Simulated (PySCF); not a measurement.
# [Sm(PH3)]2+: other functionals and bases at one geometry

An exercise on one series of results from a longer session: the logs are not shown, and one member is left open.

Method: several levels, as the steps say, no spin–orbit coupling; program: PySCF 2.14.0.

1 further run of the same task is left out (for a known fault of the program).

## Where the work starts

5 atoms, charge 2, spin multiplicity 1.

Bond lengths: Sm1–P2 3.160 Å, P2–H3 1.418 Å, P2–H4 1.418 Å, P2–H5 1.418 Å. Angles: Sm1–P2–H3 116.7°, Sm1–P2–H4 116.7°, Sm1–P2–H5 116.7°, H3–P2–H4 101.3°, H3–P2–H5 101.3°, H4–P2–H5 101.3°.

Geometry (Å):

```xyz
5
charge 2, multiplicity 1
Sm    0.0000    0.0000   -0.5651
P     0.0000    0.0000    2.5946
H     1.2664    0.0000    3.2325
H    -0.6332    1.0967    3.2325
H    -0.6332   -1.0967    3.2325
```

Formal oxidation states: Sm +2. Each metal's 6 4f electrons lie in its core potential, so multiplicities, spins and levels count the valence alone. An earlier session relaxed this geometry at PBE0, Sm lcecp-0-SVP with ECP52, P def2-SVP, H def2-SVP (singlet, point group C3v).

At PBE0 on the finer grid: E = -371.167805 Eh, frontier levels not given, since the 4f levels lie in the core, Mulliken charge on Sm1 +1.65 e, largest force component 0.013 eV/Å. 

Levels to run: PBE; TPSSh; PBE0, TZVP. Hardware: 2 threads of Arm Neoverse V1, shared host.

Set-up of the first run:

Input file run.py (the lines that set the calculation):

```python
mol = gto.M(atom='''
Sm     0.00000     0.00000    -0.56512
P      0.00000     0.00000     2.59459
H      1.26638     0.00000     3.23254
H     -0.63319     1.09672     3.23254
H     -0.63319    -1.09672     3.23254''',
    basis={'Sm': 'lcecp-0-SVP', 'P': 'def2-SVP', 'H': 'def2-SVP'},
    ecp={'Sm': 'lcecp-0-SVP'},
    charge=2, spin=0)
mf = dft.RKS(mol, xc='PBE')
mf.grids.atom_grid = (75, 302)  # f atoms: unpruned, at least (60, 302)
mf = mf.density_fit()  # fitting sets: Sm AutoAux, P def2-universal-JKFIT, H def2-universal-JKFIT
mf.conv_tol = 1e-08; mf.max_cycle = 55
mf.kernel(dm0)  # dm0: the density of the relaxed state
```

Command:

```
> OMP_NUM_THREADS=2 python run.py
```

Steps of the session up to this table: PBE; TPSSh; PBE0, TZVP.

One of the session's tables, all rows but one given; the rest of the session is left out.

| level | charge on Sm1 (e) | dipole (D) | largest force component (eV/Å) |
| --- | --- | --- | --- |
| PBE0 (relaxed here) | 1.65 | 0.07 | 0.01 |
| PBE | ? | ? | ? |
| TPSSh | 1.65 | 0.08 | 0.15 |
| PBE0, TZVP | 1.72 | 0.04 | 0.17 |

Q: Estimate the row for PBE from the others.

The run gave: charge on Sm1 (e): 1.61; dipole (D): 0.28; largest force component (eV/Å): 0.35. In the column «charge on Sm1 (e)» it is the lowest.

The dipole of a charged species depends on the origin, so these sizes hold for this origin alone.

The largest leftover force, 0.35 eV/Å with PBE, stands at a geometry relaxed at another level. With 4f in the core, its levels are missing from HOMO and gap, and its count is fixed, so no charge can pass from the ligands into it. Total energies of different levels can't be compared.
